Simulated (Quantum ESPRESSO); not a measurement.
Wanted: an ASE script for a Quantum ESPRESSO 7.5 run.

```yaml
Task: single point
Functional: RPBE
Potentials_or_basis: PseudoDojo 0.4.1 SR PBE standard
Cutoff: 1088 eV
Density_cutoff: 4354 eV
k_mesh: 6 × 6 × 6
Occupations: fermi-dirac, width 0.05 eV
Spin: no spin polarisation
Mixing_beta: 0.5
Most_SCF_iterations: 120
SCF_threshold: 8e-10 Ry
```

The structure of TaTe lies in POSCAR:

```
TaTe
1.0
    3.0405338800      1.7554530600      3.1209618300
   -3.0405338800      1.7554530600      3.1209618300
    0.0000000000     -3.5109061100      3.1209618300
Ta Te
2 2
Direct
    0.0914778500      0.0914778500      0.0914778500
    0.9085221500      0.9085221500      0.9085221500
    0.7094996800      0.7094996800      0.7094996800
    0.2905003200      0.2905003200      0.2905003200
```

The cell was built by a generator and needn't be a form met in nature.

One way to write it, as run:

run.py

```python
import numpy as np
from ase.calculators.espresso import Espresso, EspressoProfile
from ase.io import read

atoms = read('POSCAR')

input_data = {
    'control': {'calculation': 'scf', 'prefix': 'pwscf', 'outdir': './tmp', 'tprnfor': True, 'tstress': True, 'disk_io': 'nowf'},
    'system': {'ecutwfc': 80.0, 'nbnd': 39, 'input_dft': 'rpbe', 'occupations': 'smearing', 'smearing': 'fd', 'degauss': 0.00367493},
    'electrons': {'conv_thr': 8e-10, 'electron_maxstep': 120, 'mixing_beta': 0.5, 'mixing_mode': 'TF', 'diagonalization': 'rmm-davidson'},
}
pseudopotentials = {'Te': 'Te.upf', 'Ta': 'Ta.upf'}
profile = EspressoProfile(command='pw.x', pseudo_dir='pseudo')
dft = Espresso(profile=profile, input_data=input_data, pseudopotentials=pseudopotentials, kpts=(6, 6, 6), koffset=(0, 0, 0))
atoms.calc = dft

print(f'energy {atoms.get_potential_energy():.8f} eV')
print('forces (eV/A)')
print(np.round(atoms.get_forces(), 6))
print('stress (eV/A^3, Voigt)')
print(np.round(atoms.get_stress(), 8))
print(f'Fermi level {dft.get_fermi_level():.4f} eV')
```

Potentials or basis: PseudoDojo 0.4.1 SR PBE standard.

The run is started by

```bash
$ OMP_NUM_THREADS=1 python run.py
```

It gave:

- Pressure: 126.7 GPa
- Largest force: 43.235 eV/Å
- Band gap on the k mesh: none (metal or under the smearing width)

Caveat: the potentials were made for another functional, which shifts forces and pressure; a pressure of tens of GPa on the cell as given is suspect, and the run, the potentials or the cell itself is likely at fault.

It took 83 s on 1 thread of AMD EPYC 9R45 (Zen 5), with other jobs on the host, peak memory 0.31 GiB.
